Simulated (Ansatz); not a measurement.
# 40-atom supercell of perovskite CsSnI3 with displaced atoms, part 2 of 3

Ansatz 0.2.0, PAW. Earlier steps stand in the parts before.

### Step 3. Single point with HSE06

in.yaml reads:

```yaml
crystal:
  lattice:
    - [12.314462, 0.000000, 0.000000]
    - [0.000000, 12.314462, 0.000000]
    - [0.000000, 0.000000, 12.314462]
  atoms:
    - { symbol: Cs, position: [0.997162, 0.000693, 0.002390] }
    - { symbol: Cs, position: [0.983351, 0.011960, 0.504802] }
    - { symbol: Cs, position: [0.997522, 0.496969, 0.007152] }
    - { symbol: Cs, position: [0.996308, 0.502034, 0.493976] }
    - { symbol: Cs, position: [0.497160, 0.003407, 0.004674] }
    - { symbol: Cs, position: [0.514489, 0.993087, 0.482105] }
    - { symbol: Cs, position: [0.494890, 0.505948, 0.989262] }
    - { symbol: Cs, position: [0.504446, 0.511227, 0.500222] }
    - { symbol: Sn, position: [0.251354, 0.252273, 0.244412] }
    - { symbol: Sn, position: [0.259485, 0.225599, 0.759856] }
    - { symbol: Sn, position: [0.252352, 0.751172, 0.247964] }
    - { symbol: Sn, position: [0.258686, 0.760353, 0.757645] }
    - { symbol: Sn, position: [0.765427, 0.242074, 0.271224] }
    - { symbol: Sn, position: [0.755197, 0.260070, 0.743236] }
    - { symbol: Sn, position: [0.760675, 0.761193, 0.251242] }
    - { symbol: Sn, position: [0.741849, 0.750249, 0.750229] }
    - { symbol: I, position: [0.247017, 0.237305, 0.002506] }
    - { symbol: I, position: [0.242978, 0.261581, 0.505780] }
    - { symbol: I, position: [0.239863, 0.752706, 0.993250] }
    - { symbol: I, position: [0.255273, 0.759412, 0.493470] }
    - { symbol: I, position: [0.759580, 0.253472, 0.006169] }
    - { symbol: I, position: [0.764334, 0.234525, 0.510868] }
    - { symbol: I, position: [0.737809, 0.760595, 0.995604] }
    - { symbol: I, position: [0.733596, 0.758801, 0.503374] }
    - { symbol: I, position: [0.998914, 0.253448, 0.262317] }
    - { symbol: I, position: [0.002052, 0.254606, 0.737570] }
    - { symbol: I, position: [0.984311, 0.749666, 0.236252] }
    - { symbol: I, position: [0.996283, 0.745157, 0.756184] }
    - { symbol: I, position: [0.517726, 0.256607, 0.241213] }
    - { symbol: I, position: [0.489964, 0.237156, 0.754759] }
    - { symbol: I, position: [0.506112, 0.745584, 0.249098] }
    - { symbol: I, position: [0.491598, 0.767542, 0.737463] }
    - { symbol: I, position: [0.244870, 0.008563, 0.257880] }
    - { symbol: I, position: [0.266809, 0.005070, 0.738701] }
    - { symbol: I, position: [0.252988, 0.497160, 0.228497] }
    - { symbol: I, position: [0.239519, 0.511437, 0.747331] }
    - { symbol: I, position: [0.755537, 0.004083, 0.246622] }
    - { symbol: I, position: [0.749650, 0.016697, 0.754836] }
    - { symbol: I, position: [0.761696, 0.493909, 0.250533] }
    - { symbol: I, position: [0.734629, 0.506249, 0.748324] }
  symmetry: { detect: false }
kpoints:
  mp_grid: { grid: [1, 1, 1], shift: [0.25, 0.25, 0.25] }
hamiltonian:
  xc: hse06
scf:
  occupations: { method: fermi_dirac, width: 0.01 }
output:
  forces: true
  eigenvalues: true
  populations: true
  eigenstates: { kpoints: [[0.25, 0.25, 0.25]], e_range: [-6.0, 6.0], localisation: true }
```

Command:

```bash
ansatz run in.yaml --threads 4 --pin off --max-ram 61750MiB --runs-dir r --events-out ev --progress --plain --backend cuda --devices 0, --max-vram 37GiB
```

Log:

```text
Pseudopotentials: kind: paw
Functional definition: HSE06
  parameter a = 0.25
  parameter omega = 0.11/bohr
  exchange = pbe_x - a*pbe_x_sr(omega) + a*exact_x_sr(omega)
  correlation = pbe_c
Crystal: 40 atoms, lattice volume = 1867.439 Å³
Basis set: ecut = 420 eV, 36377 PW (Γ), exchange–correlation on 180×180×180 points (8 copies of the dense FFT grid, shifted against one another)
Bands: 356, of which v1, the nominal top of the filled ones, is band 296 counted from 1 (295 counted from 0)
Symmetry: 1 space group operations
k-points: 1
Non-local potential: Cs, projectors of the file, l = 0: 3, l = 1: 2, l = 2: 2, l = 3: 2
Non-local potential: Sn, projectors of the file, l = 0: 2, l = 1: 2, l = 2: 2, l = 3: 2
Non-local potential: I, projectors of the file, l = 0: 2, l = 1: 2, l = 2: 2, l = 3: 2
PAW form: soft (Blöchl's): semilocal exchange-correlation on the pseudo side does not see the compensation charge
PAW frozen core: Cs, regenerated for the run's functional, and the local potential with it (the file was generated under x = pbe(κ = 0.804, μ = 0.2195149727645171), c = pbe(β = 0.06672455060314922))
PAW frozen core: Sn, regenerated for the run's functional, and the local potential with it (the file was generated under x = pbe(κ = 0.804, μ = 0.2195149727645171), c = pbe(β = 0.06672455060314922))
PAW frozen core: I, regenerated for the run's functional, and the local potential with it (the file was generated under x = pbe(κ = 0.804, μ = 0.2195149727645171), c = pbe(β = 0.06672455060314922))
PAW one-centre angular grid: Cs, 194 points (default); XC on 96 Gauss nodes
PAW one-centre angular grid: Sn, 590 points (default); XC on 64 Gauss nodes
PAW one-centre angular grid: I, 590 points (default); XC on 96 Gauss nodes
Initial density: superposition of atomic densities (neutral atoms: chi_scale 0, normalization atom), corrected by the library's trained network
Initial wavefunctions: pseudopotential atomic-orbital guess
Functional: x = pbe(κ = 0.804, μ = 0.2195149727645171), c = pbe(β = 0.06672455060314922), warm-up for x = pbe(κ = 0.804, μ = 0.2195149727645171) + 0.25 (exact − pbe) at short range (hse, ω = 0.20786987370883472 Å⁻¹), c = pbe(β = 0.06672455060314922); HSE06 as pw.x's `hse` composes it (authors' and Libxc's form: `xc: wpbeh`)
SCF iter   1: F=—  HF=-273906.587324 eV  |F-HF|=—  |Δ(HF+E_count)|=         —  Δρ=9.76e-4  dr2=3.17e-2  ethr=1.77e-3  ⟨swp⟩=18.0  Hψ=1809  notcnv=0
preconditioner: auto → none  [insulator: Δε(μ)=2.081 eV  Ē_g=9.662 eV  σ=0.010 eV  W_gap=1.00  n_scr=364 (ndim 8)  ℏωp=13.7 eV  f_vac=0.141  D(μ)=0.00/eV (n_scr^D=0)]
SCF iter   2: F=—  HF=-273906.613609 eV  |F-HF|=—  |Δ(HF+E_count)|=   2.63e-2  Δρ=4.15e-4  dr2=5.70e-3  ethr=5.35e-6  ⟨swp⟩=13.0  Hψ=1552  notcnv=0  defer=10
SCF iter   3: F=—  HF=-273906.614758 eV  |F-HF|=—  |Δ(HF+E_count)|=   1.15e-3  Δρ=2.31e-4  dr2=2.20e-3  ethr=9.64e-7  ⟨swp⟩=9.0  Hψ=1044  notcnv=0  defer=4
SCF iter   4: F=-273906.615429 eV  HF=-273906.615236 eV  |F-HF|=1.93e-4  |Δ(HF+E_count)|=   4.78e-4  Δρ=1.17e-4  dr2=3.14e-4  ethr=3.72e-7  ⟨swp⟩=7.0  Hψ=910  notcnv=0  defer=3
SCF 1 stopped early in 4 iterations: F = -273906.615429 eV  dr2 = 3.14e-4
Initial density: handed on by an earlier stage of this run
Initial wavefunctions: those handed on with the density
Functional: x = pbe(κ = 0.804, μ = 0.2195149727645171) + 0.25 (exact − pbe) at short range (hse, ω = 0.20786987370883472 Å⁻¹), c = pbe(β = 0.06672455060314922); HSE06 as pw.x's `hse` composes it (authors' and Libxc's form: `xc: wpbeh`)
Exchange kernel: α = 0.2500, screened, ω = 0.2079 Å⁻¹, Wigner–Seitz truncation, v(0) = 987.1335 eV·Å³, q-mesh 1×1×1, nearest image of the exchange supercell L = 12.31 Å, pair-density grid 54×54×54, without the augmentation charges, whose exchange is taken in its separable form (sized by the pseudopotential files, 81×81×81 at the most)
Frozen-core exchange: fock
SCF iter   1: F=—  HF=-274092.844463 eV  |F-HF|=—  |Δ(HF+E_count)|=         —  Δρ=2.35e-3  dr2=1.34e-1  ethr=5.31e-7  ⟨swp⟩=15.0  Hψ=1993  notcnv=0
preconditioner: auto → none  [insulator: Δε(μ)=2.650 eV  Ē_g=10.965 eV  σ=0.010 eV  W_gap=1.00  n_scr=364 (ndim 8)  ℏωp=13.7 eV  f_vac=0.137  D(μ)=0.00/eV (n_scr^D=0)]
SCF iter   2: F=—  HF=-274092.802063 eV  |F-HF|=—  |Δ(HF+E_count)|=   4.24e-2  Δρ=8.85e-4  dr2=2.05e-2  ethr=5.31e-7  ⟨swp⟩=8.0  Hψ=1300  notcnv=0
SCF iter   3: F=—  HF=-274092.871750 eV  |F-HF|=—  |Δ(HF+E_count)|=   6.97e-2  Δρ=5.37e-4  dr2=9.66e-3  ethr=5.31e-7  ⟨swp⟩=7.0  Hψ=1358  notcnv=0  defer=6
SCF iter   4: F=—  HF=-274092.870035 eV  |F-HF|=—  |Δ(HF+E_count)|=   1.72e-3  Δρ=1.60e-4  dr2=1.96e-3  ethr=5.31e-7  ⟨swp⟩=7.0  Hψ=1165  notcnv=0
iter 5 solved again at ethr=2.00e-8 eV; its pass at ethr=2.76e-7 eV (dr2=1.18e-4 eV) is discarded
SCF iter   5: F=—  HF=-274092.869696 eV  |F-HF|=—  |Δ(HF+E_count)|=   3.39e-4  Δρ=9.02e-5  dr2=2.93e-4  ethr=2.00e-8  ⟨swp⟩=5.0  Hψ=1670  notcnv=0
eigensolver tolerance schedule calibrated: the retry pair's looser diagonalisation under-reported the residual by θ = 0.26 (0.23/decade); ethr = c·dr2/N_el runs at the constant in force after the calibration composes with the one it found (an armed cap, an earlier calibration), c = 1.9e-2
SCF iter   6: F=—  HF=-274092.870650 eV  |F-HF|=—  |Δ(HF+E_count)|=   9.53e-4  Δρ=6.53e-5  dr2=2.07e-4  ethr=5.08e-9  ⟨swp⟩=9.0  Hψ=1315  notcnv=0  defer=1
SCF iter   7: F=-274092.870594 eV  HF=-274092.870607 eV  |F-HF|=1.30e-5  |Δ(HF+E_count)|=   4.25e-5  Δρ=1.75e-5  dr2=2.39e-5  ethr=5.08e-9  ⟨swp⟩=4.0  Hψ=946  notcnv=0
SCF 2 stopped early in 7 iterations: F = -274092.870594 eV  dr2 = 2.39e-5
  Residual-converged pass: ⟨swp⟩=5.0  Hψ=1089  notcnv=0  max |occ|·‖R‖ = 6.1e-6 eV (tolerance 6.7e-6 eV)  dr2=2.42e-5  dr2_onsite=6.05e-7  max |Δocc| = 0.0e0
[... from here the SCF cycle lines were not kept, up to the last twenty ...]
hybrid outer 1: dexx = +7.175e-2 eV, tail = 6.03e-4 eV
SCF iter   1: F=—  HF=-274092.867597 eV  |F-HF|=—  |Δ(HF+E_count)|=         —  Δρ=2.54e-5  dr2=9.04e-6  ethr=5.09e-7  ⟨swp⟩=12.0  Hψ=827  notcnv=0
preconditioner: auto → none  [insulator: Δε(μ)=2.640 eV  Ē_g=10.954 eV  σ=0.010 eV  W_gap=1.00  n_scr=364 (ndim 8)  ℏωp=13.7 eV  f_vac=0.143  D(μ)=0.00/eV (n_scr^D=0)]
SCF iter   2: F=—  HF=-274092.867615 eV  |F-HF|=—  |Δ(HF+E_count)|=   1.71e-5  Δρ=1.29e-5  dr2=5.24e-6  ethr=2.63e-10  ⟨swp⟩=8.0  Hψ=1477  notcnv=0  defer=4
SCF iter   3: F=—  HF=-274092.867613 eV  |F-HF|=—  |Δ(HF+E_count)|=   1.25e-6  Δρ=5.10e-6  dr2=3.66e-7  ethr=1.55e-10  ⟨swp⟩=6.0  Hψ=892  notcnv=0
SCF iter   4: F=—  HF=-274092.867614 eV  |F-HF|=—  |Δ(HF+E_count)|=   8.06e-7  Δρ=1.89e-6  dr2=1.49e-7  ethr=9.22e-12  ⟨swp⟩=9.0  Hψ=1346  notcnv=0  defer=6
SCF iter   5: F=—  HF=-274092.867614 eV  |F-HF|=—  |Δ(HF+E_count)|=   1.26e-8  Δρ=8.36e-7  dr2=8.71e-8  ethr=4.58e-12  ⟨swp⟩=8.0  Hψ=1019  notcnv=0  defer=1
SCF iter   6: F=-274092.867614 eV  HF=-274092.867614 eV  |F-HF|=1.40e-9  |Δ(HF+E_count)|=   2.01e-8  Δρ=2.80e-7  dr2=3.14e-9  ethr=3.81e-12 (applied; sched 2.61e-12)  ⟨swp⟩=4.0  Hψ=778  notcnv=0
SCF 3 converged in 6 iterations: F = -274092.867614 eV  dr2 = 3.14e-9
  Residual-converged pass: ⟨swp⟩=3.0  Hψ=777  notcnv=0  max |occ|·‖R‖ = 1.7e-6 eV (tolerance 2.0e-6 eV)  dr2=2.92e-9  dr2_onsite=3.78e-10  max |Δocc| = 0.0e0
hybrid outer 2: dexx = +5.203e-6 eV, tail = 9.78e-8 eV, Δε = 4.09e-3 eV (about 9.73e-5 eV left of the loop's levels), ΔF = 4.70e-3 eV/Å (tail 8.08e-4)
NSCF: frozen V_eff on 1 k-points
hybrid SCF converged: 2 outer / 13 inner (+4 warm-up), last move |dexx| = 5.20e-6 eV, tail = 9.78e-8 eV
Stability not checked: this state was not tested for a lower state beside it, because the functional holds exact exchange (a hybrid, or Hartree-Fock), whose exchange loop this test does not read (fock_operator; see scf.lower_state_search)
Free energy (F): -274092.867613 eV
Harris-Foulkes:  -274092.867613 eV  (|F-HF|=1.40e-9)
Internal energy: -274092.867613 eV  (E = F + TS)
E sigma→0 (E₀):  -274092.867613 eV
Fermi energy:    5.530153 eV
--- Per-component energies (eV) ---
  E_band       = -12480.194615
  E_kinetic    = 7143.046549
  E_local      = -70274.090127  (includes V_loc(G=0)·N_el)
  E_nonlocal   = -2217.371787
  E_hartree    = 35953.493922
  E_xc         = -6009.554024
  E_vxc        = -3908.933049  (∫ρ·V_xc dr)
  E_exx        = -1623.448663  (= α·E_x^exact, valence–valence)
  E_paw        = -189275.080355  (= ΣΔE_a)
  E_vpaw       = -11882.932996  (= ΣTr[D̂ρ^β])
  E_aug_tail   = -0.000130  (compensation charges beyond the density's cutoff)
  E_ewald      = -47782.091078
  E_core_change = -7.771925  (= ΣΔE_core)
  E_smearing   = -0.000000  (= −TS)
  E_closure    = 0.000005  (closes the sum)
  Σ components = -274092.867613   (vs F -274092.867613, Δ=0.00e0)
--- Forces (eV/Å), atoms counted from 1 ---
  atom   1  Cs    -0.06882266     0.02827619    -0.06231755
  atom   2  Cs     0.16700925    -0.08763406     0.06408271
  atom   3  Cs    -0.02356444    -0.02287459    -0.08706104
  atom   4  Cs     0.09967605     0.00197357     0.08371904
  atom   5  Cs     0.07977172     0.04153006     0.00760647
  atom   6  Cs    -0.12129976     0.06312387     0.02729769
  atom   7  Cs     0.02425216    -0.05294421     0.04374234
  atom   8  Cs    -0.10577290    -0.03151420    -0.04146450
  atom   9  Sn     0.32486805    -0.04654876     0.63321804
  atom  10  Sn    -0.59878659     1.69848446    -0.52877636
  atom  11  Sn     0.26307145     0.07606037     0.18635454
  atom  12  Sn    -0.81071226    -0.88345311    -0.49976599
  atom  13  Sn    -0.63402546     0.76456357    -0.93672217
  atom  14  Sn     0.14140493    -0.35666717     1.11070469
  atom  15  Sn    -1.04986901    -0.56610708    -0.03263848
  atom  16  Sn     0.47372644     0.36690596     0.08203530
  atom  17  I     -0.06143851    -0.03074882     0.04406232
  atom  18  I      0.13849874    -0.04204979    -0.20781641
  atom  19  I      0.10742401     0.11800269     0.34339741
  atom  20  I     -0.11702282    -0.09822009    -0.03103157
  atom  21  I      0.05842464    -0.00009891    -0.03059912
  atom  22  I     -0.22312716     0.10425691    -0.42894720
  atom  23  I     -0.02415335    -0.04132762     0.27332945
  atom  24  I      0.19619326    -0.01931144    -0.29298803
  atom  25  I      0.80892673    -0.02895957    -0.07392078
  atom  26  I     -0.30659309     0.02189013     0.14429194
  atom  27  I      1.41994700     0.01462346     0.03966699
  atom  28  I     -0.22511470     0.13761593    -0.10667131
  atom  29  I     -0.59917502    -0.09019796     0.12352528
  atom  30  I      0.83010816     0.20301379    -0.00362929
  atom  31  I     -0.65462767     0.05252911    -0.09028283
  atom  32  I      0.51679740    -0.10248801     0.10496981
  atom  33  I      0.03947468    -0.45408390    -0.07644078
  atom  34  I     -0.17978060    -0.84877289    -0.06439869
  atom  35  I     -0.03907109     0.42948073     0.06725370
  atom  36  I      0.21794894    -0.01271243     0.09744334
  atom  37  I     -0.00763920    -0.34059386     0.01735362
  atom  38  I      0.01530281    -0.47092128    -0.00135000
  atom  39  I     -0.02954234     0.28745522     0.15277456
  atom  40  I     -0.04217720     0.21780979    -0.04990090
  max |Σ_I F_I| component: 6.34e-4 eV/Å
--- Band table (eV) ---
  k-point 0: bands = ["-43.2185", "-43.1859", "-43.1660", "-43.1616", "-43.1289", "-43.1228", "-43.1221", "-43.0978", "-43.0735", "-43.0709", "-43.0477", "-43.0435", "-43.0325", "-43.0314", "-43.0029", "-42.9870", "-42.9862", "-42.9637", "-42.9634", "-42.9543", "-42.9534", "-42.9509", "-42.9470", "-42.9462", "-42.9460", "-42.9223", "-42.9215", "-42.9168", "-42.9155", "-42.9154", "-42.9126", "-42.9065", "-42.9034", "-42.8954", "-42.8951", "-42.8701", "-42.8283", "-42.8280", "-42.8274", "-42.8264", "-42.8165", "-42.7961", "-42.7952", "-42.7899", "-42.7890", "-42.7833", "-42.7825", "-42.7818", "-42.7731", "-42.7708", "-42.7690", "-42.7681", "-42.7623", "-42.7361", "-42.7349", "-42.7296", "-42.7213", "-42.7167", "-42.7156", "-42.7137", "-42.7080", "-42.6927", "-42.6904", "-42.6684", "-42.6637", "-42.6571", "-42.6562", "-42.6279", "-42.6094", "-42.6086", "-42.6018", "-42.6009", "-42.5862", "-42.5835", "-42.5816", "-42.5756", "-42.5748", "-42.5614", "-42.5552", "-42.5543", "-42.5404", "-42.5363", "-42.5193", "-42.5179", "-42.5030", "-42.4719", "-42.4711", "-42.4634", "-42.4625", "-42.4544", "-42.4537", "-42.4240", "-42.4232", "-42.4191", "-42.4139", "-42.4136", "-42.4121", "-42.4061", "-42.4054", "-42.3557", "-42.3550", "-42.3259", "-42.3114", "-42.3105", "-42.3062", "-42.3055", "-42.2873", "-42.2865", "-42.2493", "-42.2146", "-42.2140", "-42.2126", "-42.1816", "-42.1808", "-42.1801", "-42.1776", "-42.1149", "-42.1141", "-42.0854", "-42.0847", "-19.1689", "-19.1651", "-19.1499", "-19.1378", "-19.1290", "-19.0836", "-19.0597", "-19.0410", "-19.0340", "-19.0335", "-19.0279", "-19.0211", "-19.0202", "-19.0095", "-19.0087", "-19.0067", "-19.0041", "-19.0030", "-18.9944", "-18.9924", "-18.9881", "-18.9832", "-18.9716", "-18.9705", "-18.9676", "-18.9616", "-18.9599", "-18.9556", "-18.9506", "-18.9480", "-18.9473", "-18.9351", "-18.9215", "-18.9181", "-18.9105", "-18.9054", "-18.9002", "-18.8930", "-18.8847", "-18.8828", "-18.8813", "-18.8711", "-18.8543", "-18.8473", "-18.8453", "-18.8357", "-18.8297", "-18.7771", "-9.7691", "-9.7124", "-9.5781", "-9.4264", "-9.3457", "-9.3066", "-9.2460", "-9.1296", "-9.1064", "-9.0211", "-8.9986", "-8.9560", "-8.9274", "-8.8887", "-8.8104", "-8.7476", "-8.7138", "-8.6726", "-8.6210", "-8.5276", "-8.4809", "-8.3897", "-8.2868", "-8.2598", "-4.7421", "-4.7317", "-4.7187", "-4.7144", "-4.7110", "-4.7077", "-4.7063", "-4.7044", "-4.6996", "-4.6956", "-4.6908", "-4.6884", "-4.6860", "-4.6812", "-4.6787", "-4.6744", "-4.6722", "-4.6680", "-4.6632", "-4.6544", "-4.6354", "-4.6047", "-4.5987", "-4.5702", "-3.9941", "-3.5485", "-3.4445", "-3.3609", "-2.8391", "-2.8250", "-2.7323", "-2.1813", "0.0158", "0.0299", "0.0506", "0.1360", "0.1755", "0.2800", "0.3384", "0.4136", "0.4989", "0.5741", "0.6067", "0.7347", "1.1124", "1.1408", "1.1791", "1.2144", "1.2843", "1.3442", "1.3999", "1.4123", "1.4785", "1.4956", "1.5405", "1.5471", "1.6780", "1.6958", "1.7171", "1.7661", "1.8107", "1.8384", "1.8595", "1.9220", "1.9387", "2.0051", "2.0622", "2.1149", "2.1285", "2.2063", "2.2264", "2.2545", "2.3035", "2.3255", "2.3581", "2.3697", "2.3917", "2.4119", "2.4400", "2.4608", "2.4749", "2.4952", "2.5398", "2.5558", "2.6072", "2.6256", "2.6733", "2.7185", "2.7417", "2.7721", "2.8290", "2.9471", "2.9750", "3.0075", "3.0542", "3.1034", "3.1686", "3.2206", "3.2974", "3.3909", "3.7026", "3.8456", "3.9508", "4.2105", "6.8500", "6.8945", "7.0860", "7.1831", "7.2127", "7.2822", "7.3388", "7.3789", "7.4302", "7.5250", "7.5798", "7.6822", "8.4286", "9.0100", "9.0342", "9.1232", "9.1354", "9.1785", "9.2102", "9.2542", "9.3005", "9.3649", "9.4050", "9.4357", "9.4759", "9.5064", "9.5660", "9.6217", "9.6292", "9.6531", "9.6936", "9.7042", "9.7444", "9.7796", "9.8186", "9.8426", "9.8893", "9.9139", "9.9450", "9.9827", "10.0012", "10.0374", "10.0602", "10.1014", "10.1423", "10.1678", "10.1868", "10.2058", "10.2335", "10.2454", "10.2863", "10.3115", "10.3433", "10.3707", "10.4329", "10.5186", "10.5610", "10.5969", "10.6729", "10.7185"]
--- Löwdin populations: 40 sites ---
  site symbol       q [e]
     0     Cs      8.2504
     1     Cs      8.2507
     2     Cs      8.2530
     3     Cs      8.2494
     4     Cs      8.2524
     5     Cs      8.2540
     6     Cs      8.2484
     7     Cs      8.2460
     8     Sn     13.6643
     9     Sn     13.6716
    10     Sn     13.6634
    11     Sn     13.6692
    12     Sn     13.6656
    13     Sn     13.6694
    14     Sn     13.6728
    15     Sn     13.6665
    16      I     17.2665
    17      I     17.3679
    18      I     17.2716
    19      I     17.3302
    20      I     17.4035
    21      I     17.2253
    22      I     17.3167
    23      I     17.3130
    24      I     17.2643
    25      I     17.3237
    26      I     17.2517
    27      I     17.3630
    28      I     17.3566
    29      I     17.2851
    30      I     17.3325
    31      I     17.2559
    32      I     17.3095
    33      I     17.1880
    34      I     17.3074
    35      I     17.3977
    36      I     17.2532
    37      I     17.3378
    38      I     17.3740
    39      I     17.2792
  spilling = 0.002160 (of n_electrons = 592.000000)
```

Run time: 3.4 min. Hardware: 1 × NVIDIA H100 80GB HBM3 with 4 threads of AMD EPYC 7R13, shared host; peak host memory 4.5 GiB.

At the single k point (¼, ¼, ¼) the filled levels end at 4.210 eV and the empty ones begin at 6.850 eV, a spacing of 2.64 eV.

Frontier states and how far they spread:

```csv
level (eV),spin,filling,atoms sharing it,main element,its share,largest atom
-0.36,both,2.00,23.0,I,0.62,–
-0.26,both,2.00,23.2,I,0.61,Sn13 (0.10)
0.00,both,2.00,21.1,I,0.54,Sn10 (0.11)
2.64,both,0.00,16.7,Sn,0.60,Sn15 (0.13)
2.68,both,0.00,17.5,Sn,0.60,Sn11 (0.10)
2.88,both,0.00,16.4,Sn,0.61,Sn11 (0.15)
2.97,both,0.00,17.2,Sn,0.60,Sn16 (0.11)
3.00,both,0.00,17.7,Sn,0.61,Sn11 (0.11)
```

Forces on the displaced atoms, rms: Cs 0.12, Sn 1.17, I 0.54 eV/Å; the largest is 1.88 eV/Å.

Against PBEsol, the force components have a slope of 1.055 and differ by 0.030 eV/Å rms.

(Part 2 of 3 ends here.)
